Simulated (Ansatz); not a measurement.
**NiAuO2: a single-point run**

The task is a single-point run on NiAuO2. The structure is shown as the input types it.

Program: Ansatz 0.2.0. Level of theory: Kohn-Sham DFT, with the functional, basis and potentials that each input names (as first typed). These are calculated values, not measurements.

### 1 The structure to begin with

Symmetry: R-3m, No. 166, trigonal system. Conventional cell: a = 2.954 Å, b = 2.954 Å, c = 18.106 Å, α = 90.00°, β = 90.00°, γ = 120.00°. Around Ni (site symmetry -3m) lie 6 O at 1.97 Å. Au (site symmetry -3m) is surrounded by 2 O at 2.03 Å. O (site symmetry 3m) is surrounded by 3 Ni at 1.97 Å and 1 Au at 2.03 Å.

Coordinates:

```xyz
4
Lattice="1.4771 0.8528 6.0354 -1.4771 0.8528 6.0354 0.0000 -1.7056 6.0354" Properties=species:S:1:pos:R:3 pbc="T T T"
Ni    0.0000    0.0000    9.0530
Au    0.0000    0.0000    0.0000
O     0.0000    0.0000   16.0722
O     0.0000    0.0000    2.0338
```

### 2 The calculation

Contents of input.yaml:

```yaml
crystal:
  lattice:
    - [1.4771310656, 0.8528220184, 6.0353539136]
    - [-1.4771310656, 0.8528220184, 6.0353539136]
    - [0.0, -1.7056440367, 6.0353539136]
  atoms:
    - { symbol: Ni, position: [0.5, 0.5, 0.5], spin: 1.5 }
    - { symbol: Au, position: [0.0, 0.0, 0.0] }
    - { symbol: O, position: [0.88767134, 0.88767134, 0.88767134] }
    - { symbol: O, position: [0.11232866, 0.11232866, 0.11232866] }
magnetization:
  spin_polarized: true
kpoints:
  mp_grid: { grid: [10, 10, 10] }
scf:
  occupations: { method: fermi_dirac, width: 0.03 }
  max_iter: 80
hamiltonian:
  xc: lda
  pseudopotentials: { kind: paw }
  hubbard: { sites: [{ species: Ni, l: d, u_eff: -5.0 }] }
output:
  forces: true
  stress: true
  eigenvalues: true
  populations: true
```

On the command line:

```
> ansatz run input.yaml --threads 2 --pin off --max-ram 6144MiB --backend cpu --events-out ev --progress --plain --runs-dir out
```

Q: Will this input give a usable result? If not, why, and what should change?

The program finished normally, with warnings (seeded moment not kept). Its log warns: «the starting moments were not kept: the SCF closed with an absolute magnetisation of 2.2e-6 μB, where they sum to 1.5 μB in size (1 site) ...»

Look at the input: hamiltonian.hubbard.sites is [{species: Ni, l: d, u_eff: -5.0}]. The Hubbard parameter is far from any physical value.

Run again and compare: delete hamiltonian.hubbard.sites.
